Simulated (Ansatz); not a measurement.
The system is Ba2Tl5V3O12.

```xyz
22
Lattice="6.4899 -6.6769 -0.0476 6.4899 6.6769 -0.0476 -1.9674 0.0000 5.7522" Properties=species:S:1:pos:R:3 pbc="T T T"
Ba    6.4899    0.2782   -0.0476
Ba    6.4899   -3.9079   -0.0476
V     9.8970    1.9304    1.4039
V     1.1155    1.9304    4.2530
V     5.5062   -0.9938    2.8285
Tl    7.5378    2.3899    3.6011
Tl    3.4747    2.3899    2.0558
Tl    5.5062    6.4755    2.8285
Tl    2.4016   -1.2210    1.2385
Tl    8.6109   -1.2210    4.4184
O     0.8627    1.7317    2.5341
O     6.4815    0.0639    3.8372
O     7.0413   -3.2392    4.8045
O     8.1926    1.8299    1.1215
O     6.5476   -1.8120    1.7511
O     0.1757    0.7388    5.0824
O     4.4649   -1.8120    3.9058
O    10.8367    0.7388    0.5745
O     3.9711   -3.2392    0.8524
O     2.8198    1.8299    4.5354
O    10.1497    1.7317    3.1228
O     4.5309    0.0639    1.8197
```

The cell was built by a generator and needn't be a form met in nature.

| Quantity | Value |
| --- | --- |
| Program | Ansatz 0.2.0 |
| Task | single point |
| Functional | PBE |
| Potentials or basis | Ansatz PAW |
| Cutoff | 420 eV (not typed: the program's choice for these potentials) |
| k mesh | 3 × 3 × 5 |
| Occupations | fermi-dirac, width 0.05 eV |
| Spin | collinear spin, ferromagnetic start |
| Starting moments | [0.0, 0.0, 2.0, 2.0, 2.0, 0.0, 0.0, 0.0, 0.0, 0.0, 0.0, 0.0, 0.0, 0.0, 0.0, 0.0, 0.0, 0.0, 0.0, 0.0, 0.0, 0.0] μB |

On this cell: pressure 0.0 GPa; largest force 0.005 eV/Å; net moment 0.00 μB per cell; band gap on the k mesh 2.90 eV, indirect (least direct gap 2.95 eV).

The same run follows on a disturbed copy (atoms moved at random, drawn with an rms of 0.05 Å):

```xyz
22
Lattice="6.4899 -6.6769 -0.0476 6.4899 6.6769 -0.0476 -1.9674 0.0000 5.7522" Properties=species:S:1:pos:R:3 pbc="T T T"
Ba    6.5160    0.3160   -0.0303
Ba    6.5255   -3.9195   -0.0501
V     9.8398    1.8873    1.3852
V     1.0719    1.9707    4.3001
V     5.5002   -0.9711    2.8590
Tl    7.5364    2.3614    3.6429
Tl    3.4898    2.4531    2.0409
Tl    5.5580    6.4783    2.8366
Tl    2.4493   -1.1952    1.2472
Tl    8.6260   -1.2175    4.3981
O     0.8199    1.7172    2.5207
O     6.4952    0.1105    3.8606
O     6.9664   -3.2687    4.8190
O     8.1797    1.8106    1.1717
O     6.5550   -1.8356    1.7989
O     0.2202    0.7457    5.0900
O     4.4127   -1.8434    3.9354
O    10.8220    0.7365    0.5883
O     3.9555   -3.1871    0.8672
O     2.8121    1.8453    4.5416
O    10.1265    1.7274    3.1209
O     4.5121    0.0585    1.8582
```

**Question.** What changes?

**Answer.** The energy moves by +21.0 meV/atom; pressure -0.3 GPa; largest force 3.661 eV/Å; net moment 0.00 μB per cell; band gap on the k mesh 2.71 eV, indirect (least direct gap 2.73 eV).

Forces on the atoms (eV/Å):
```
Ba  -0.444 -0.225 -0.073
Ba  -0.634  0.054  0.254
V    2.517  2.416  0.967
V    1.980 -1.698 -2.569
V   -0.255 -1.336  0.423
Tl   0.109  0.311  0.085
Tl  -0.189 -0.185  0.235
Tl   0.036  0.111 -0.097
Tl  -0.167 -0.255  0.066
Tl  -0.015  0.077  0.026
O    0.106  0.244  1.021
O   -0.346 -0.505 -0.140
O   -0.365  1.692  0.657
O   -1.399 -0.168 -0.450
O   -0.418  0.680  0.435
O   -0.610 -0.438  0.509
O    1.091  1.044 -0.720
O    0.012 -0.495 -0.428
O   -0.643 -1.662  0.260
O   -0.444  0.296  0.058
O   -0.178 -0.194 -0.441
O    0.256  0.234 -0.079
```

Stress tensor (GPa, compression positive):
```
 0.15 -0.38  0.25
-0.38 -0.18  0.56
 0.25  0.56 -0.93
```

Caveats: odd divisions of the mesh miss points on the zone boundary, where band edges often lie, so the gap on the mesh can be too wide; spin-orbit coupling is left out, which as a rule narrows the gap of such compounds by several tenths of an eV; the starting moments weren't kept.

A k mesh can miss the band edges.
